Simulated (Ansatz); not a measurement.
# AlFH₄NOP: a ladder of functionals and wavefunction methods

How much do the methods differ for AlFH₄NOP? The plan is to run it at one geometry with functionals of several rungs and with coupled cluster, and see how far each lands from CCSD(T) at the basis-set limit for the atomisation energy.

Computed with Ansatz 0.2.0, Gaussian basis. Level: functionals in def2-TZVPP, the program's frozen cores in correlated methods.

Levels to be run: LDA (SPW92), PBE-D4, revPBE-D4, BLYP-D4, r2SCAN-D4, B97M-V, PBE0-D4, B3LYP-D4, r2SCANh-D4, r2SCAN0-D4, HSE06-D4, BHLYP-D4, CAM-B3LYP-D4, LC-ωPBE, ωB97X-V, ωB97M-V, B2PLYP, PBE-QIDH; CCSD(T)/def2-SVP; CCSD(T)/def2-TZVPP; MP2/def2-QZVPP; extrapolation to the limit; RPA on PBE.

### Step 1. Structure used throughout

All runs share one geometry, relaxed beforehand with PBE0-D4 in a triple-zeta def2 set.

SMILES `[NH2][Al]([F])[PH]O`, 9 atoms, charge 0, spin multiplicity 1.

Atoms are counted from 1 here; the program's logs count them from 0.

Bond lengths: N1–Al2 1.755 Å, N1–H6 1.007 Å, N1–H7 1.006 Å, Al2–F3 1.652 Å, Al2–P4 2.334 Å, P4–O5 1.677 Å, P4–H8 1.430 Å, O5–H9 0.960 Å. Angles: Al2–N1–H6 122.5°, Al2–N1–H7 126.3°, H6–N1–H7 111.1°, N1–Al2–F3 119.8°, N1–Al2–P4 121.0°, F3–Al2–P4 119.0°, Al2–P4–O5 96.2°, Al2–P4–H8 92.8°, O5–P4–H8 100.3°, P4–O5–H9 109.0°.

### Step 2. LDA

This LDA is Slater exchange with PW92 correlation.

Input file in.yaml:

```yaml
crystal:
  periodic: [false, false, false]
  atoms:
    - {symbol: N, position_ang: [1.489176, 1.004641, -0.185824]}
    - {symbol: Al, position_ang: [0.882394, -0.572897, 0.285240]}
    - {symbol: F, position_ang: [1.905278, -1.677444, 0.966001]}
    - {symbol: P, position_ang: [-1.322749, -1.196093, -0.158391]}
    - {symbol: O, position_ang: [-1.889891, 0.351097, -0.471477]}
    - {symbol: H, position_ang: [0.893899, 1.722735, -0.565905]}
    - {symbol: H, position_ang: [2.431740, 1.338930, -0.072447]}
    - {symbol: H, position_ang: [-1.643249, -1.310235, 1.230344]}
    - {symbol: H, position_ang: [-2.658097, 0.292967, -1.044640]}
basis:
  gaussian: {orbitals: def2-TZVPP}
hamiltonian: {xc: lda}
output: {orbitals: {seedname: orbitals}}
```

The runs that follow: PBE-D4 (GGA); revPBE-D4 (GGA); BLYP-D4 (GGA); r2SCAN-D4 (meta-GGA); B97M-V (meta-GGA); PBE0-D4 (hybrid); B3LYP-D4 (hybrid); r2SCANh-D4 (hybrid); r2SCAN0-D4 (hybrid); HSE06-D4 (hybrid); BHLYP-D4 (hybrid); CAM-B3LYP-D4 (range-separated); LC-ωPBE (range-separated); ωB97X-V (range-separated); ωB97M-V (range-separated); B2PLYP (double hybrid); PBE-QIDH (double hybrid); CCSD(T) in def2-SVP; CCSD(T) in def2-TZVPP; MP2 in def2-QZVPP; RPA on PBE orbitals.

**Question.** What will the summary of the whole plan be? Wanted: atomisation energy, CCSD(T)/CBS; farthest beyond LDA; mean size of error, GGA; mean size of error, meta-GGA; mean size of error, hybrid; mean size of error, range-separated; mean size of error, double hybrid; gap, smallest and largest; T1 diagnostic.

**Answer**, as computed:

| quantity | value |
| --- | --- |
| atomisation energy, CCSD(T)/CBS | 32.258 eV |
| functionals within 0.161 eV (0.5 %) | BLYP-D4, B97M-V, B3LYP-D4, CAM-B3LYP-D4, ωB97X-V, ωB97M-V |
| farthest beyond LDA | BHLYP-D4 (-1.440 eV) |
| mean size of error, GGA | 0.364 eV |
| mean size of error, meta-GGA | 0.098 eV |
| mean size of error, hybrid | 0.683 eV |
| mean size of error, range-separated | 0.171 eV |
| mean size of error, double hybrid | 0.660 eV |
| gap, smallest and largest | 3.98 eV (LDA (SPW92)), 10.95 eV (LC-ωPBE) |
| T1 diagnostic | 0.0130 |
| triples share of the correlation energy | 3.5 % |

In words: The LDA atomisation energy is off by 4.932 eV (15 %): it overbinds. PBE-D4 misses by +0.456 eV. Double hybrids carry the basis error of their MP2 part in triple zeta, and no dispersion term here, so their miss is partly the set-up's. By mean error the best rung here is meta-GGA (0.098 eV) and the worst beyond LDA is hybrid (0.683 eV). The gap between the best rungs is small, so their order is not settled. The mean of the hybrids holds BHLYP, with half exact exchange. The reference freezes the cores and leaves out relativity and excitations past (T), so misses under about 0.161 eV can't be ranked. Hartree-Fock recovers 67 % of the binding; the rest is correlation. CCSD(T) in def2-SVP is off by -3.281 eV, so the small basis spoils what the method gains. The gap grows from 4.0 to 10.9 eV across the functionals, mostly with the share of exact exchange.
